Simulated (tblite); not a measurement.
# C7H8F: the cost of one run

Programs: tblite 0.8.0 and PySCF 2.14.0, with density-fitted response routines of our own. Each step states its level of theory. These are calculated values for one molecule in the gas phase, unless marked as measured. Atoms are numbered from 0 throughout.

### Step 1. Starting geometry

16 atoms, charge 0, multiplicity 2; geometry from: force field or distance geometry start.

Bonds of the start (Å): C0–C1 1.22, C1–C2 1.46, C2–C3 1.49, C3–C4 1.33, C4–C5 1.50, C3–C6 1.49, C6–F7 1.38, C0–H8 1.07, C2–H9 1.10, C2–H10 1.11, C4–H11 1.09, C5–H12 1.10, C5–H13 1.11, C6–H14 1.10, C6–H15 1.11.

### Step 2. Geometry optimisation with GFN2-xTB

The job: settings as JSON, then the geometry in Å.

```
{"job": {"kind": "relax", "xc": "GFN2-xTB", "basis": "xTB"}, "charge": 0, "multiplicity": 2}
C      2.349400     1.756500     0.595500
C      1.543800     1.113900    -0.066400
C      0.590300     0.313200    -0.821000
C     -0.159000    -0.518500     0.157100
C     -1.475100    -0.405300     0.292000
C     -2.200700     0.581000    -0.582800
C      0.525900    -1.511200     1.036800
F     -0.337600    -2.181000     1.885200
H      3.051200     2.321800     1.174100
H      1.151700    -0.295400    -1.540200
H     -0.169500     0.962900    -1.298300
H     -2.064200    -0.998700     0.994000
H     -3.290200     0.428800    -0.536900
H     -1.870200     1.628400    -0.391100
H      1.122700    -2.236500     0.463900
H      1.224100    -0.951100     1.696500
```

On the command line:

```
OMP_NUM_THREADS=1 python probes_run.py task.json out
```

The driver reads the jobs from task.json and runs them one after another.

Q: Estimate the wall time of this first job on 1 thread of Intel Xeon at 2.50GHz, shared host.

About 1.9 s.
